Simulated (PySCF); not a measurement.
# A diatomic session: BeGe

An exercise on one series of results from a longer session: the logs are not shown, and one member is left open.

Program: PySCF 2.14.0. Level of theory: Be aug-cc-pVDZ, Ge aug-cc-pVDZ-PP with ECP10, scalar-relativistic core potentials. These are calculated values, not measurements.

The first run:

Settings of the job:

- atoms: Be, Ge
- charge: 0
- basis: Be aug-cc-pVDZ, Ge aug-cc-pVDZ-PP with ECP10
- Hamiltonian: scalar-relativistic core potentials
- basis functions: 55
- electrons treated: 26
- masses in u: 9.0122, 73.9212
- levels: PBE0, PBE, r²SCAN, r²SCAN0, TPSSh, r²SCANh, LC-ωPBE, HF, MP2, SCS-MP2
- grid: 80 radial by 434 angular points
- occupations: held fixed by the projection of orbital angular momentum
- dissociation limit: Be + Ge, each in its ground configuration
- starting distance in angstrom: 2.120
- values of 2S to try: 0, 2

On the command line:

```sh
$ OMP_NUM_THREADS=1 python dia.py task.json out
```

Among the steps run: Set-up; The PBE0 curve of the state that the search chose; Other states along the same grid; PBE (GGA); r²SCAN (meta-GGA); r²SCAN0 (hybrid meta-GGA); TPSSh (hybrid meta-GGA); r²SCANh (hybrid meta-GGA); LC-ωPBE; ROHF.

One of the session's tables, all rows but one given; the rest of the session is left out.

Energy (eV) from each level's lowest point:

| R (Å) | ROHF | ROHF-MP2 | ROHF-SCS-MP2 | PBE | r²SCAN |
| --- | --- | --- | --- | --- | --- |
| 1.874 | 0.619 | 0.606 | 0.631 | 0.545 | 0.514 |
| 1.961 | 0.304 | 0.273 | 0.295 | 0.243 | 0.220 |
| 2.048 | 0.123 | 0.085 | 0.101 | 0.076 | 0.062 |
| 2.114 | 0.049 | 0.018 | 0.027 | 0.016 | 0.010 |
| 2.179 | 0.011 | 0.000 | 0.000 | 0.000 | 0.000 |
| 2.244 | 0.000 | 0.019 | 0.008 | 0.016 | 0.022 |
| 2.332 | 0.010 | 0.086 | 0.058 | 0.075 | 0.089 |
| 2.441 | 0.045 | 0.206 | 0.155 | 0.188 | 0.211 |
| 2.571 | ? | ? | ? | ? | ? |
| 2.745 | 0.165 | 0.560 | 0.449 | 0.590 | 0.634 |

**Question.** Estimate the row for R (Å) = 2.571.

Worked estimate for «ROHF». A straight line through the neighbours (2.441, 0.045) and (2.745, 0.165) gives 0.045 + (0.165 − 0.045) × (2.571 − 2.441) / (2.745 − 2.441) = 0.096; a parabola fitted to 3 rows on both sides gives 0.092.

The run gave: ROHF: 0.097; ROHF-MP2: 0.365; ROHF-SCS-MP2: 0.286; PBE: 0.354; r²SCAN: 0.387. In «ROHF» the line misses by -0.001 and the parabola by -0.005.
